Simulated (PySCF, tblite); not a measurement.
# In₁₅P₁₄H₃₄−: electronic excitations

Aim: compute the electronic excitations of In₁₅P₁₄H₃₄−.

Computed with tblite 0.8.0 and PySCF 2.14.0 and routines of our own; the level stands in each step. Atoms count from 0.

## (1) The system as given

63 atoms, charge -1, multiplicity 1; geometry from: force field, distance geometry or constructed start.

## (2) Geometry optimisation with GFN2-xTB

Job settings and geometry (Å):

```
{"job": {"kind": "relax", "xc": "GFN2-xTB", "basis": "xTB"}, "charge": -1, "multiplicity": 1}
P      0.531900    -0.529000    -4.279400
In     2.598800     0.673400     3.339400
P      2.607200     0.668500    -0.888300
In     2.601300     0.675200    -3.436900
In    -1.549000     0.669600     3.349700
P     -1.551300     0.670300    -0.891900
P      0.527100    -0.525500     2.495900
In    -1.544600     0.673500    -3.429200
In     0.529700    -0.529300    -0.042600
In     0.524200    -2.924000     3.347900
P      0.524900    -2.924400    -0.891400
P      2.599500    -4.123200     2.499200
In     0.523600    -2.922500    -3.425700
In     2.604200    -4.121800    -0.044900
P     -3.625200    -0.522100     2.499400
In    -3.624900    -0.526600    -0.035900
In    -3.622600    -2.921300     3.347200
P     -3.624100    -2.926600    -0.890300
P     -1.548600    -4.119400     2.501700
In    -1.545200    -4.120300    -0.039500
P      2.599700     3.070600    -4.276300
P     -1.548900     3.068300    -4.278000
In     0.530400     4.269400     3.352900
P      0.522800     4.260500    -0.890800
P      2.602500     3.069400     2.500100
In     0.520900     4.263900    -3.428200
In     2.602700     3.069100    -0.042900
P     -1.548600     3.067400     2.500400
In    -1.547400     3.067200    -0.044200
H      0.528100    -0.526800    -5.674400
H      2.605600     0.671400     5.095200
H      4.029000    -0.152900     2.763100
H      3.744100     0.010900    -0.424500
H      4.033000    -0.155500    -4.010300
H     -1.546800     0.672600     5.093000
H     -2.976400    -0.152000    -4.016900
H      0.526200    -2.923100     5.092200
H      3.746000    -3.458800     2.963200
H      2.603100    -5.445100     2.965700
H      1.951100    -3.744800    -4.012800
H     -0.902000    -3.750500    -4.010200
H      4.036800    -3.301900    -0.621800
H      2.606900    -5.770100    -0.629100
H     -4.763500     0.132300     2.964000
H     -5.055600     0.299400    -0.623100
H     -5.053800    -3.746600     2.759500
H     -3.620600    -2.923100     5.095700
H     -4.766400    -3.580600    -0.420300
H     -3.621400    -2.922800    -2.289100
H     -1.546100    -5.440500     2.967800
H     -1.548900    -5.778400    -0.622400
H      2.608600     3.068100    -5.678100
H      3.744700     3.726400    -3.811000
H     -1.551400     3.065200    -5.680800
H     -2.690400     3.725900    -3.809600
H      0.526500     5.917700     2.763500
H      0.533600     4.259100     5.094400
H      0.529700     5.592300    -0.423300
H      3.745200     3.726100     2.969800
H      0.526100     5.916700    -4.015000
H      4.027100     3.892700    -0.624000
H     -2.687200     3.726500     2.963900
H     -2.975200     3.892500    -0.624700
```

The run is started by

```console
> OMP_NUM_THREADS=4 python large_run.py task.json out
```

This one command runs all jobs of the session in turn.

Standard output:

```text
step      E/eV     max force
  0   -1942.75091    1.512
  1   -1943.13449    1.234
  2   -1943.88827    0.891
  3   -1944.01186    0.769
  4   -1944.65942    0.542
  5   -1944.74467    0.446
  6   -1944.85707    0.312
  7   -1944.87833    0.315
  8   -1944.92353    0.296
  9   -1944.94557    0.268
 10   -1944.97114    0.272
 11   -1944.98906    0.230
 12   -1945.00316    0.162
 13   -1945.01334    0.162
 14   -1945.02343    0.186
 15   -1945.03440    0.203
 16   -1945.04575    0.192
 17   -1945.05537    0.160
 18   -1945.06288    0.136
 19   -1945.06879    0.114
 20   -1945.07335    0.106
 21   -1945.07661    0.085
 22   -1945.07931    0.072
 23   -1945.08219    0.089
 24   -1945.08511    0.117
 25   -1945.08751    0.091
 26   -1945.08939    0.075
 27   -1945.09135    0.071
 28   -1945.09387    0.120
 29   -1945.09708    0.133
 30   -1945.10074    0.099
 31   -1945.10448    0.096
 32   -1945.10781    0.084
 33   -1945.11037    0.098
 34   -1945.11220    0.061
 35   -1945.11367    0.072
 36   -1945.11520    0.069
 37   -1945.11688    0.089
 38   -1945.11851    0.075
 39   -1945.12004    0.062
 40   -1945.12169    0.063
 41   -1945.12372    0.120
 42   -1945.12605    0.134
 43   -1945.12829    0.091
 44   -1945.13035    0.080
 45   -1945.13246    0.089
 46   -1945.13449    0.115
 47   -1945.13612    0.083
 48   -1945.13731    0.054
 49   -1945.13846    0.067
 50   -1945.14009    0.126
 51   -1945.14228    0.143
 52   -1945.14449    0.091
 53   -1945.14639    0.071
 54   -1945.14838    0.091
 55   -1945.15085    0.151
 56   -1945.15378    0.152
 57   -1945.15682    0.081
 58   -1945.15951    0.080
 59   -1945.16183    0.118
 60   -1945.16408    0.140
 61   -1945.16608    0.090
 62   -1945.16783    0.068
 63   -1945.16979    0.104
 64   -1945.17220    0.159
 65   -1945.17500    0.157
 66   -1945.17784    0.088
 67   -1945.18043    0.085
 68   -1945.18282    0.151
 69   -1945.18511    0.154
 70   -1945.18675    0.087
 71   -1945.18765    0.068
 72   -1945.18877    0.075
 73   -1945.19004    0.082
 74   -1945.19113    0.059
 75   -1945.19217    0.052
 76   -1945.19315    0.054
 77   -1945.19434    0.090
 78   -1945.19576    0.096
 79   -1945.19709    0.061
 80   -1945.19816    0.058
 81   -1945.19915    0.072
 82   -1945.20014    0.079
 83   -1945.20101    0.054
 84   -1945.20164    0.040
 85   -1945.20213    0.038
 86   -1945.20265    0.055
 87   -1945.20324    0.049
 88   -1945.20386    0.048
 89   -1945.20447    0.048
 90   -1945.20516    0.050
 91   -1945.20591    0.055
 92   -1945.20661    0.042
 93   -1945.20720    0.047
 94   -1945.20775    0.048
 95   -1945.20834    0.057
 96   -1945.20896    0.050
 97   -1945.20952    0.048
 98   -1945.21005    0.045
 99   -1945.21059    0.065
100   -1945.21115    0.064
101   -1945.21172    0.036
102   -1945.21216    0.039
103   -1945.21260    0.055
104   -1945.21321    0.061
105   -1945.21385    0.048
106   -1945.21447    0.050
107   -1945.21509    0.041
108   -1945.21583    0.057
109   -1945.21667    0.052
110   -1945.21745    0.055
111   -1945.21810    0.050
112   -1945.21867    0.045
113   -1945.21921    0.048
114   -1945.21968    0.030
115   -1945.22009    0.033
116   -1945.22055    0.046
117   -1945.22114    0.060
118   -1945.22178    0.051
119   -1945.22232    0.049
120   -1945.22283    0.045
121   -1945.22341    0.044
122   -1945.22402    0.044
123   -1945.22458    0.035
124   -1945.22504    0.032
125   -1945.22542    0.035
126   -1945.22579    0.037
127   -1945.22615    0.033
128   -1945.22651    0.038
129   -1945.22691    0.038
130   -1945.22748    0.046
131   -1945.22831    0.060
132   -1945.22928    0.065
133   -1945.23018    0.048
134   -1945.23091    0.041
135   -1945.23152    0.048
136   -1945.23204    0.041
137   -1945.23246    0.033
138   -1945.23283    0.036
139   -1945.23320    0.031
140   -1945.23356    0.035
141   -1945.23389    0.029
142   -1945.23422    0.029
143   -1945.23474    0.034
144   -1945.23521    0.042
145   -1945.23605    0.045
146   -1945.23674    0.042
147   -1945.23733    0.042
148   -1945.23780    0.034
149   -1945.23824    0.037
150   -1945.23857    0.033
151   -1945.23882    0.023
152   -1945.23906    0.026
153   -1945.23939    0.040
154   -1945.23980    0.041
155   -1945.24022    0.033
156   -1945.24060    0.034
157   -1945.24097    0.036
158   -1945.24141    0.040
159   -1945.24188    0.040
160   -1945.24231    0.033
161   -1945.24266    0.032
162   -1945.24300    0.035
163   -1945.24330    0.030
164   -1945.24354    0.027
165   -1945.24370    0.019
```

Wall time 61 s (4 threads of Arm Neoverse N1, shared host); peak memory 0.14 GiB.

Step by step:

| step | energy from step 0 (eV) | largest force (eV/Å) |
| --- | --- | --- |
| 0 | 0.0000 | 1.5122 |
| 1 | -0.3836 | 1.2347 |
| 2 | -1.1374 | 0.8919 |
| 3 | -1.2610 | 0.7687 |
| 4 | -1.9085 | 0.5416 |
| 5 | -1.9938 | 0.4456 |
| 6 | -2.1062 | 0.3118 |
| 7 | -2.1274 | 0.3152 |
| 8 | -2.1726 | 0.2958 |
| 21 | -2.3257 | 0.0852 |
| 35 | -2.3628 | 0.0715 |
| 49 | -2.3875 | 0.0671 |
| 63 | -2.4189 | 0.1032 |
| 77 | -2.4434 | 0.0900 |
| 91 | -2.4550 | 0.0548 |
| 105 | -2.4629 | 0.0476 |
| 119 | -2.4714 | 0.0486 |
| 133 | -2.4793 | 0.0478 |
| 147 | -2.4864 | 0.0419 |
| 161 | -2.4917 | 0.0313 |
| 162 | -2.4921 | 0.0351 |
| 163 | -2.4924 | 0.0303 |
| 164 | -2.4926 | 0.0269 |
| 165 | -2.4928 | 0.0188 |

Distances of close pairs at the start and the end, largest changes first:

| bond | before (Å) | after (Å) | change (Å) |
| --- | --- | --- | --- |
| In3–P20 | 2.538 | 2.763 | +0.225 |
| P21–In25 | 2.537 | 2.662 | +0.125 |
| In7–P21 | 2.541 | 2.650 | +0.109 |
| P17–In19 | 2.544 | 2.650 | +0.106 |
| P2–In26 | 2.545 | 2.646 | +0.101 |
| P11–In13 | 2.544 | 2.645 | +0.100 |
| In15–P17 | 2.548 | 2.641 | +0.093 |
| P23–In26 | 2.543 | 2.634 | +0.091 |

The next job starts from the end point, and lists it.

## (3) Electronic excitations: TDDFT PBE/def2-SVP

Job settings and geometry (Å):

```
{"job": {"kind": "uv", "basis": "def2-SVP", "grid": 1, "kgrid": 0, "vcut": null, "nstates": 6, "ntriplets": 2, "tda": false, "delta": ["ip_vertical"], "pop": true, "xc": "PBE"}, "charge": -1, "multiplicity": 1}
P      0.212183    -0.786864    -4.144356
In     2.772728     0.466888     3.291582
P      2.430712     0.678740    -0.876796
In     2.526198     0.053290    -3.369900
In    -1.550247     0.711521     3.600942
P     -1.664921     0.707827    -0.855298
P      0.492610    -0.496164     2.602872
In    -1.890809     0.522664    -3.391235
In     0.378645    -0.699959     0.020310
In     0.519216    -2.846411     3.590350
P      0.563019    -3.093344    -0.951917
P      2.616891    -3.768246     2.294935
In     0.359032    -3.287419    -3.489033
In     2.909656    -3.904339    -0.329806
P     -3.570213    -0.580071     2.578561
In    -3.834188    -0.357143     0.024334
In    -3.947414    -3.091813     3.088823
P     -3.351119    -2.788613    -0.885325
P     -1.576150    -3.984420     2.568916
In    -1.434035    -4.381772     0.014461
P      2.503587     2.702837    -4.153079
P     -1.416581     3.029836    -4.105673
In     0.554831     4.670804     3.287048
P      0.597048     4.122019    -0.908806
P      2.438665     2.982142     2.707389
In     0.722850     4.473029    -3.451505
In     2.759762     3.083381     0.178067
P     -1.388309     3.105441     2.575923
In    -1.644880     3.129918     0.023966
H      0.284066    -0.680200    -5.528631
H      2.916943     0.233469     4.978114
H      3.974514    -0.109343     2.195265
H      3.480429    -0.095642    -0.378923
H      3.904334    -0.662473    -4.152020
H     -1.561100     0.695318     5.325584
H     -3.383413    -0.151300    -3.965939
H      0.671776    -2.987560     5.299253
H      3.522278    -2.783083     2.676761
H      3.254432    -4.784141     2.993083
H      1.875833    -3.825622    -4.065553
H     -1.129753    -4.055504    -3.835629
H      4.003976    -2.686055    -0.841646
H      3.059638    -5.552282    -0.731941
H     -4.705315     0.075679     3.045675
H     -5.279072     0.397263    -0.575715
H     -4.978063    -3.650238     1.821865
H     -4.332386    -3.320477     4.733945
H     -4.488876    -3.462630    -1.316090
H     -2.875714    -2.497301    -2.171677
H     -1.535678    -5.281123     3.070822
H     -1.552053    -6.033273    -0.483313
H      3.197762     3.183404    -5.257438
H      3.472116     3.117084    -3.239424
H     -2.099694     3.403587    -5.257204
H     -2.345527     3.606649    -3.242138
H      0.650872     5.982188     2.171609
H      0.498029     4.937895     4.969957
H      0.561752     5.426504    -0.424862
H      3.642917     3.593688     3.051353
H      0.674986     6.070560    -4.149721
H      4.165598     3.839118    -0.560172
H     -2.582483     3.727765     2.929945
H     -3.035233     3.976547    -0.613866
```

Level: TDDFT PBE/def2-SVP, vertical, gas phase, core orbitals frozen in the response.

Standard output:

```text
start: PBE on a coarse grid of 268749 points
cycle   1  E = -7543.4298199601  dE = -2.258e+02  |g| = 1.704e+01  |ddm| = 5.640e+01
cycle   2  E = -5844.3462029355  dE =  1.699e+03  |g| = 4.372e+01  |ddm| = 3.551e+02
cycle   3  E = -6978.0099217266  dE = -1.134e+03  |g| = 2.397e+01  |ddm| = 3.509e+02
cycle   4  E = -5695.1895618491  dE =  1.283e+03  |g| = 4.456e+01  |ddm| = 3.386e+02
cycle   5  E = -7213.6114772012  dE = -1.518e+03  |g| = 2.510e+01  |ddm| = 3.112e+02
cycle   6  E = -7572.4631343588  dE = -3.589e+02  |g| = 1.220e+01  |ddm| = 4.630e+01
cycle   7  E = -7326.7340253838  dE =  2.457e+02  |g| = 1.958e+01  |ddm| = 3.781e+01
cycle   8  E = -7630.1542888504  dE = -3.034e+02  |g| = 5.808e+00  |ddm| = 2.945e+01
cycle   9  E = -7284.5404703041  dE =  3.456e+02  |g| = 2.366e+01  |ddm| = 4.858e+01
cycle  10  E = -7602.9820890030  dE = -3.184e+02  |g| = 9.594e+00  |ddm| = 4.296e+01
cycle  11  E = -7630.3345853948  dE = -2.735e+01  |g| = 5.538e+00  |ddm| = 2.018e+01
cycle  12  E = -7456.5615605314  dE =  1.738e+02  |g| = 1.408e+01  |ddm| = 2.990e+01
cycle  13  E = -7633.2464792100  dE = -1.767e+02  |g| = 3.982e+00  |ddm| = 2.370e+01
cycle  14  E = -7637.1183453618  dE = -3.872e+00  |g| = 4.307e+00  |ddm| = 1.456e+01
cycle  15  E = -7647.8269966458  dE = -1.071e+01  |g| = 1.003e+00  |ddm| = 9.901e+00
cycle  16  E = -7647.4540295276  dE =  3.730e-01  |g| = 1.394e+00  |ddm| = 3.958e+00
cycle  17  E = -7648.2034395311  dE = -7.494e-01  |g| = 3.754e-01  |ddm| = 2.829e+00
cycle  18  E = -7648.2507154059  dE = -4.728e-02  |g| = 1.743e-01  |ddm| = 8.639e-01
cycle  19  E = -7648.2593640317  dE = -8.649e-03  |g| = 9.709e-02  |ddm| = 4.235e-01
cycle  20  E = -7648.2631596173  dE = -3.796e-03  |g| = 3.575e-02  |ddm| = 2.001e-01
cycle  21  E = -7648.2635196096  dE = -3.600e-04  |g| = 2.038e-02  |ddm| = 7.922e-02
cycle  22  E = -7648.2636619387  dE = -1.423e-04  |g| = 9.231e-03  |ddm| = 4.776e-02
final grid: 268749 points
cycle  23  E = -7648.2635408642  dE =  1.211e-04  |g| = 1.931e-02  |ddm| = 4.948e-02
cycle  24  E = -7648.2627572734  dE =  7.836e-04  |g| = 4.767e-02  |ddm| = 1.136e-01
cycle  25  E = -7648.2636868204  dE = -9.295e-04  |g| = 6.225e-03  |ddm| = 8.347e-02
cycle  26  E = -7648.2636979393  dE = -1.112e-05  |g| = 1.128e-03  |ddm| = 1.121e-02
cycle  27  E = -7648.2636996429  dE = -1.704e-06  |g| = 2.625e-04  |ddm| = 2.112e-03
cycle  28  E = -7648.2636983153  dE =  1.328e-06  |g| = 6.584e-05  |ddm| = 5.165e-04
converged SCF energy = -7648.2636983153
Vertical ionisation energy (delta-SCF) = 4.5142 eV   <S^2> = 0.751

Static polarisability (au): isotropic 987.969, principal 881.357 998.273 1084.277

Singlet excitations
state   eV       nm        f      main configurations
  1   3.0417    407.6   0.00703   H->L 0.98
  2   3.1261    396.6   0.00532   H-1->L 0.96
  3   3.1305    396.1   0.00415   H->L+1 0.97
  4   3.1671    391.5   0.00830   H-2->L 0.95
  5   3.2144    385.7   0.00549   H-1->L+1 0.95
  6   3.2509    381.4   0.00287   H-2->L+1 0.90

Triplet excitations (Tamm-Dancoff, eV): 3.0128 3.0863
```

It took 5.3 min on 4 threads of Arm Neoverse N1, shared host; peak memory 3.5 GiB.

Frontier orbitals and where they lie:

| orbital | eV | atoms |
| --- | --- | --- |
| HOMO−4 | -3.58 | P10 12 %, P6 9 %, P14 6 % |
| HOMO−3 | -3.49 | P10 12 %, P14 9 %, P5 9 % |
| HOMO−2 | -3.37 | P10 12 %, P2 11 %, P6 9 % |
| HOMO−1 | -3.33 | P10 15 %, P6 13 %, P5 12 % |
| HOMO | -3.24 | P10 18 %, P6 12 %, In8 7 % |
| LUMO | -0.22 | In25 24 %, In3 12 %, P20 11 % |
| LUMO+1 | -0.13 | In25 21 %, In3 13 %, In7 11 % |
| LUMO+2 | 0.01 | In3 17 %, In7 12 %, In26 8 % |
| LUMO+3 | 0.09 | In8 13 %, P10 8 %, In7 8 % |

With each of the 6 states as a Gaussian band of 0.4 eV half-width at 1/e, the curve within the window shown has maxima at 394 nm (ε 1,300) L/(mol cm). Beyond the last state computed it falls off for lack of states. The curve at chosen wavelengths:

nm, ε (L/mol/cm) and a bar:
```
      349        491 ##########
      355        642 ##############
      362        825 ##################
      368        974 ######################
      374       1105 #########################
      381       1221 ############################
      387       1283 #############################
      393       1308 ##############################
      400       1291 ##############################
      406       1244 ############################
      412       1171 ###########################
      419       1063 ########################
      425        959 ######################
      431        851 ###################
      437        744 ################
      444        624 #############
      450        530 ###########
      456        445 #########
      463        358 #######
      469        294 #####
      475        239 ####
      482        187 ###
      488        150 ##
      494        119 #
      501         91 
      507         72
```

Further results of this job:

| property | computed |
| --- | --- |
| polarisability (Å³) | 146.40 |
| HOMO–LUMO gap (eV) | 3.03 |
| −ε(HOMO) (eV) | 3.24 |

## (4) Results

| quantity | value |
| --- | --- |
| lowest singlet (PBE/def2-SVP) | 3.04 eV (408 nm), f = 0.007 |
| brightest single state of those computed | state 4, 3.17 eV, f = 0.008 |
| lowest triplet | 3.01 eV |

**Reading.** The first singlet state (HOMO→LUMO 0.98) lies at 3.04 eV and is weak; of the 6 states computed, the strongest absorption comes from states 2 to 3 together at 3.13 eV. The lowest triplet lies 0.03 eV below the lowest singlet (triplets in Tamm-Dancoff, singlets in full TDDFT). Spin-orbit coupling, left out, mixes singlets and triplets in elements this heavy.
